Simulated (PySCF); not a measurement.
# AlGa (triplet) with other numerical set-ups

Aim: see how much the energy and properties of AlGa (triplet) depend on the numerical set-up.

Computed with PySCF 2.14.0. Level: each script names its method and basis.

3 further runs of the same task are left out: 3 that didn't finish.

## (1) The system as given

AlGa (triplet): 2 atoms, charge 0, spin multiplicity 3.

Bond lengths: Al1–Ga2 2.280 Å.

## (2) Base script

input.py reads:

```python
from pyscf import gto, scf

mol = gto.M(
    atom='Al 0 0 0; Ga 0 0 2.28',
    basis='lanl2dz',
    ecp={'Al': 'lanl2dz', 'Ga': 'lanl2dz'},
    charge=0,
    spin=2,
    verbose=4,
)
mf = scf.UHF(mol)
mf.kernel()
mf.stability(internal=True, external=True)
mf.dip_moment()
print('orbital energies (hartree):', [e[max(0, n-3):n+3].round(4) for e, n in zip(mf.mo_energy, mol.nelec)])
```

The run is started by

```console
$ OMP_NUM_THREADS=1 python input.py
```

The log of this run is left out.

It gives: E(SCF) = -3.806779 Eh, 13 cycles, ⟨S²⟩ = 2.006, μ = 0.25 D, internal unstable; real -> complex stable; UHF/UKS -> GHF/GKS unstable.

The bond length is a typed value, not an optimised one. A lower solution of the same kind exists, so this energy is an upper bound. The triplet is typed in the script; nothing here shows that it is the ground state.

## (3) Density fitting weigend

Edit 1 changes density fitting: none → weigend.

input.py reads:

```python
from pyscf import gto, scf

mol = gto.M(
    atom='Al 0 0 0; Ga 0 0 2.28',
    basis='lanl2dz',
    ecp={'Al': 'lanl2dz', 'Ga': 'lanl2dz'},
    charge=0,
    spin=2,
    verbose=4,
)
mf = scf.UHF(mol)
mf = mf.density_fit(auxbasis='weigend')
mf.kernel()
mf.stability(internal=True, external=True)
mf.dip_moment()
print('orbital energies (hartree):', [e[max(0, n-3):n+3].round(4) for e, n in zip(mf.mo_energy, mol.nelec)])
```

The run is started by

```console
$ OMP_NUM_THREADS=1 python input.py
```

## (4) Cc-pvdz (core potential off)

Edit 2 changes basis set: lanl2dz → cc-pvdz; core potential: on → off. The core potential changes with it: totals don't compare.

Changes to input.py since step 2:

```diff
@@ -4,4 +4,3 @@
     atom='Al 0 0 0; Ga 0 0 2.28',
-    basis='lanl2dz',
-    ecp={'Al': 'lanl2dz', 'Ga': 'lanl2dz'},
+    basis='cc-pvdz',
     charge=0,
```

What does the calculation give? Wanted: for each run, E(SCF); from base; gap, α spin; SCF dipole; after the SCF.

The runs gave:

```
                         run  E(SCF) (hartree)  from base (eV)  cycles  gap, α spin (eV)  SCF dipole (D)  functions                           after the SCF
                        base         -3.806779               0      13              6.14            0.25         16  unstable: internal, UHF/UKS -> GHF/GKS
     density fitting weigend         -3.806546         +0.0064      13              6.14            0.25         16  unstable: internal, UHF/UKS -> GHF/GKS
cc-pvdz (core potential off)      -2165.070024  not comparable      16              6.44            0.08         45  unstable: internal, UHF/UKS -> GHF/GKS
```

**Reading.** Total energies from different bases, Hamiltonians or methods carry different errors, so properties are taken as differences within one set-up.
